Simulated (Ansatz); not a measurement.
# Cr2B: further runs on the relaxed cell

One table from this session's results is given with a row withheld; the runs are named, their logs left out.

Method: DFT r2SCAN, scalar-relativistic, plane waves, PAW, in Ansatz 0.2.0.

2 further runs of the same task are left out: 2 set aside as unsound or not needed.

## The structure to begin with

It takes space group I4/mcm (No. 140, tetragonal). Conventional cell: a = 5.109 Å, b = 5.109 Å, c = 4.244 Å, α = 90.00°, β = 90.00°, γ = 90.00°. Cr (site symmetry m2m) is surrounded by 4 B at 2.18 Å and 3 Cr at 2.40 to 2.44 Å. Around B (site symmetry 422) lie 2 B at 2.12 Å and 8 Cr at 2.18 Å.

Coordinates:

```
CELL_PARAMETERS angstrom
-2.55452 2.55452 2.12201
2.55452 -2.55452 2.12201
2.55452 2.55452 -2.12201
ATOMIC_POSITIONS crystal
Cr 0.66604 0.16604 0.83209
Cr 0.16604 0.33396 0.50000
Cr 0.33396 0.83396 0.16791
Cr 0.83396 0.66604 0.50000
B 0.25000 0.25000 0.00000
B 0.75000 0.75000 0.00000
```

It is the result of an earlier relaxation at this level (volume 9.23 Å³/atom; gap on the mesh: none (metal)).

The first run:

File input.yaml:

```yaml
crystal:
  lattice:
    - [-2.5287146964, 2.5287146964, 2.100569446]
    - [2.5287146964, -2.5287146964, 2.100569446]
    - [2.5287146964, 2.5287146964, -2.100569446]
  atoms:
    - { symbol: Cr, position: [0.6660442695, 0.1660442695, 0.8320885391] }
    - { symbol: Cr, position: [0.1660442695, 0.3339557305, 0.5] }
    - { symbol: Cr, position: [0.3339557305, 0.8339557305, 0.1679114609] }
    - { symbol: Cr, position: [0.8339557305, 0.6660442695, 0.5] }
    - { symbol: B, position: [0.25, 0.25, 0.0] }
    - { symbol: B, position: [0.75, 0.75, 0.0] }
basis:
  ecutwfc: 500
kpoints:
  mp_grid: { grid: [12, 12, 12] }
hamiltonian:
  xc: r2scan
scf:
  occupations: { method: gaussian, width: 0.1 }
output:
  forces: true
  stress: true
  eigenvalues: true
relax:
  adjacent_minimum: "off"
  f_tol: 0.01
  max_steps: 30
  cell: { stress_tol: 0.1, fix: [volume] }
```

The run is started by

```console
$ ansatz run input.yaml --threads 1 --pin off --max-ram 2560MiB --backend cpu --events-out ev --progress --plain --runs-dir out
```

Among the steps run: Point at V/V0 = 0.97; Point at V/V0 = 1.03; The cell scaled to 0.94 of its volume; Point at V/V0 = 1.06; Point at V/V0 = 0.91; Point at V/V0 = 1.10; Volume × 0.88.

One of the session's tables, all rows but one given; the rest of the session is left out.

It belongs to the step «Equation of state». 

| volume (Å³/atom) | energy above the lowest point (meV/atom) | pressure (GPa) |
| --- | --- | --- |
| 8.124 | 160.8 | 51.86 |
| 8.401 | 85.5 | 35.75 |
| 8.678 | 35.9 | 21.96 |
| 8.955 | 8.5 | 10.13 |
| 9.232 | 0.0 | -0.01 |
| 9.508 | 7.8 | -8.69 |
| 9.785 | ? | ? |
| 10.155 | 76.5 | -24.38 |

Estimate the missing values for volume (Å³/atom) = 9.785.

Worked estimate for «energy above the lowest point (meV/atom)». A straight line through the neighbours (9.508, 7.8) and (10.155, 76.5) gives 7.8 + (76.5 − 7.8) × (9.785 − 9.508) / (10.155 − 9.508) = 37.2; a parabola fitted to 3 rows on both sides gives 28.6.

As computed: energy above the lowest point (meV/atom): 29.4; pressure (GPa): -16.13. In «energy above the lowest point (meV/atom)» the line misses by +7.8 and the parabola by -0.8.

To keep in mind: The final runs have no spin polarisation, so no magnetic state was tried and one may lie lower.
